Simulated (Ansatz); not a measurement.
Crystal: Hf2Pd2Se2Br2O3.

```xyz
11
Lattice="7.6772 -1.7097 0.0000 7.6772 1.7097 0.0000 -3.9994 0.0000 12.5875" Properties=species:S:1:pos:R:3 pbc="T T T"
Hf   -2.9113    0.0000   11.8142
Hf    3.1781    0.0000    9.0241
Pd   10.6418    0.0000    6.1724
Pd    9.3695    0.0000    3.2341
Se    0.5754    0.0000    1.9429
Se    1.5781    0.0000    5.1861
Br    2.5312    0.0000   12.0186
Br    8.7231    0.0000    8.9811
O     3.8731    0.0000    7.2848
O     5.7273    0.0000   11.6684
O    11.7666    0.0000    9.7970
```

The cell was built by a generator and needn't be a form met in nature.

Base run:

| Property | Result |
| --- | --- |
| Program | Ansatz 0.2.0 |
| Functional | BLYP |
| Potentials or basis | Ansatz PAW |
| Cutoff | 420 eV (not typed: the program's choice for these potentials) |
| k mesh | 8 × 8 × 2 |
| Occupations | fermi-dirac, width 0.05 eV |
| Spin | no spin polarisation |

Its results: band gap on the k mesh 0.85 eV, indirect (least direct gap 0.89 eV); pressure 2.6 GPa; largest force 0.328 eV/Å.

Question: After a change of settings the same cell gave: band gap on the k mesh 0.81 eV, indirect (least direct gap 0.85 eV); pressure -2.5 GPa; largest force 0.348 eV/Å. Which change was it?
A. functional from BLYP to PBE; hubbard terms from none to Hf d U = 6 eV, Pd d U = 6 eV; hubbard projectors from none to ortho-atomic (the default)
B. functional from BLYP to PBEsol
C. functional from BLYP to PBE; potentials or basis from Ansatz PAW to SPMS NC; cutoff from 420 eV (not typed: the program's choice for these potentials) to 1034 eV (not typed: the program's choice for these potentials); valence electrons from 152 to 124
D. functional from BLYP to r2SCAN; cutoff from 420 eV (not typed: the program's choice for these potentials) to 500 eV (not typed: the program's choice for these potentials)

Answer: B.

PBEsol binds more tightly than BLYP, so the same cell stands under less pressure.

Caveats: the k mesh misses the band edges, so the gap on the mesh is wider than the one along the path; spin-orbit coupling is left out, which moves the levels of the heavy elements; the PAW data sets come from PBE, with cores solved anew for the run's functional, which leaves a small shift of forces and pressure.
